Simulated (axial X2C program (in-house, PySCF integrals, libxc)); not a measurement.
# SGeS: bond lengths and stretches, held linear

An exercise on one series of results from a longer session: the logs are not shown, and one member is left open.

Computed with an in-house X2C program for linear molecules on PySCF integrals. Level: all-electron X2C, two-component (2c) or spin-free, S dyall-av3z, Ge dyall-v3z.

All values are calculated.

1 further run of the same task is left out (set aside as unsound or not needed).

The first run:

The input, task.json:

```json
{
 "zs": [
  16,
  32,
  16
 ],
 "q": 0,
 "bas": [
  "dyall-av3z",
  "dyall-v3z",
  "dyall-av3z"
 ],
 "r0": [
  2.05,
  2.05
 ],
 "symm": 1,
 "scan": [
  "PBE0",
  "HF",
  "TPSSh"
 ],
 "levels": [
  "PBE0",
  "HF",
  "BHandHLYP"
 ],
 "nst": 2
}
```

Keys: zs atomic numbers; q charge; bas basis sets; r0 starting distance in Å; symm equal bonds; scan levels of the two-bond scan (MP2 follows by itself at each HF point); levels methods; nst determinants followed.

Started as:

```
python solin.py task.json out
```

Masses S 31.972, Ge 73.921, S 31.972 u.

Among the steps run: Scan at PBE0, 2c; Scan at HF, 2c; Scan at TPSSh, 2c.

One of the session's tables, all rows but one given; the rest of the session is left out.

```
           level  r(S–Ge) (Å)  r(Ge–S) (Å)  lower stretch (cm⁻¹)  upper stretch (cm⁻¹)
        PBE0, 2c        1.995        1.995                 488.8                 664.4
          HF, 2c        1.985        1.985                 511.6                 676.3
       TPSSh, 2c            ?            ?                     ?                     ?
         MP2, 2c        2.000        2.000                 493.1                 677.5
 PBE0, spin-free        1.994        1.994                 489.1                 664.8
   HF, spin-free        1.985        1.985                 512.0                 676.7
TPSSh, spin-free        2.001        2.001                 479.2                 654.4
  MP2, spin-free        1.999        1.999                 493.4                 677.9
```

Estimate the missing values for TPSSh, 2c.

The run gave: r(S–Ge) (Å): 2.001; r(Ge–S) (Å): 2.001; lower stretch (cm⁻¹): 478.9; upper stretch (cm⁻¹): 654.0.

Scans not shown above were run alike.

MP2 freezes inner shells (threshold -2 hartree). The molecule was held linear; bending was not examined, so a bent shape may lie lower.
